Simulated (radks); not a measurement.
# Nuclear size and the levels of Bi³⁺

One table from this session's results is given with a row withheld; the runs are named, their logs left out.

The numbers are computed with radks (a radial shooting solver on a logarithmic mesh, Libxc functionals) version 1 (Dirac Kohn-Sham, exchange-only LDA, spin-unpolarised, spherical densities, finite nucleus), except any that are marked as measured or tabulated.

### The system

| Property | Result |
| --- | --- |
| element | bismuth (Z = 83) |
| charge | +3 |
| electrons | 80 |
| configuration | [Hg] |
| nuclear rms radius | 5.5211 fm |

The outer shells:

Bi³⁺
```
[Xe] core
4f [↑↓][↑↓][↑↓][↑↓][↑↓][↑↓][↑↓]
5d [↑↓][↑↓][↑↓][↑↓][↑↓]
6s [↑↓]
```

Set-up of the first run:

The run's settings:

```text
Z 83
configuration [Hg] 6p0 7s0
relativity Dirac
functional lda,
spin unpolarised
j_filling average
nucleus finite rms 5.5211 fm
c 137.035999084
```

Steps of the session up to this table: rms radius 5.5211 fm.

One of the session's tables, all rows but one given; the rest of the session is left out.

It belongs to the step «rms radius 5.5211 fm». Sizes of the orbitals, from the radial functions (bohr):

```
level     <r>  outermost maximum (interpolated)  90 % within  nodes
5p1/2  0.8842                             0.806         1.27      3
5p3/2  0.9744                             0.883         1.40      3
5d3/2   1.200                              1.02         1.80      2
5d5/2   1.241                              1.05         1.86      2
6s1/2   2.023                              1.82         2.89      5
6p1/2   2.327                              2.07         3.35      4
6p3/2       ?                                 ?            ?      ?
7s1/2   4.331                              4.11         6.09      6
```

**Question.** Estimate the row for 6p3/2.

The run gave: <r>: 2.551; outermost maximum (interpolated): 2.28; 90 % within: 3.66; nodes: 4. In the column «<r>» it lies between 6p1/2 (2.327) and 7s1/2 (4.331).
